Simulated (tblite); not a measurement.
# C3H5F3GeSi: the cost of one run

Programs: tblite 0.8.0 and PySCF 2.14.0, with density-fitted response routines of our own. Each step states its level of theory. These are calculated values for one molecule in the gas phase, unless marked as measured. Atoms count from 0, in the outputs and in this text.

**1. Starting geometry**

13 atoms, charge 0, multiplicity 1; geometry from: force field or distance geometry start.

Bonds of the start (Å): F0–C1 1.40, C1–F2 1.37, C1–F3 1.37, C1–Ge4 1.95, Ge4–C5 1.90, C5–C6 1.21, C6–Si7 1.83, Ge4–H8 1.56, Ge4–H9 1.55, Si7–H10 1.46, Si7–H11 1.48, Si7–H12 1.47.

**2. Relaxing the molecule with GFN2-xTB**

Job settings and geometry (Å):

```
{"job": {"kind": "relax", "xc": "GFN2-xTB", "basis": "xTB"}, "charge": 0, "multiplicity": 1}
F     -2.012900     1.429900     0.906200
C     -2.565200     0.862900    -0.246300
F     -3.840300     0.422000     0.007000
F     -2.565100     1.838100    -1.203900
Ge    -1.531300    -0.714800    -0.727000
C      0.318700    -0.464800    -0.391700
C      1.500400    -0.312800    -0.162500
Si     3.278300    -0.076400     0.220600
H     -1.741900    -1.120000    -2.216400
H     -2.042500    -1.880600     0.157600
H      3.977300    -1.296100    -0.167700
H      3.751400     0.997400    -0.675800
H      3.468700     0.315700     1.620900
```

Run with:

```sh
> OMP_NUM_THREADS=1 python probes_run.py task.json out
```

One launch serves the whole session: the jobs run in the order shown.

**Question.** How long does this first job take on 1 thread of Arm Neoverse N1, shared host?

About 1.1 s.
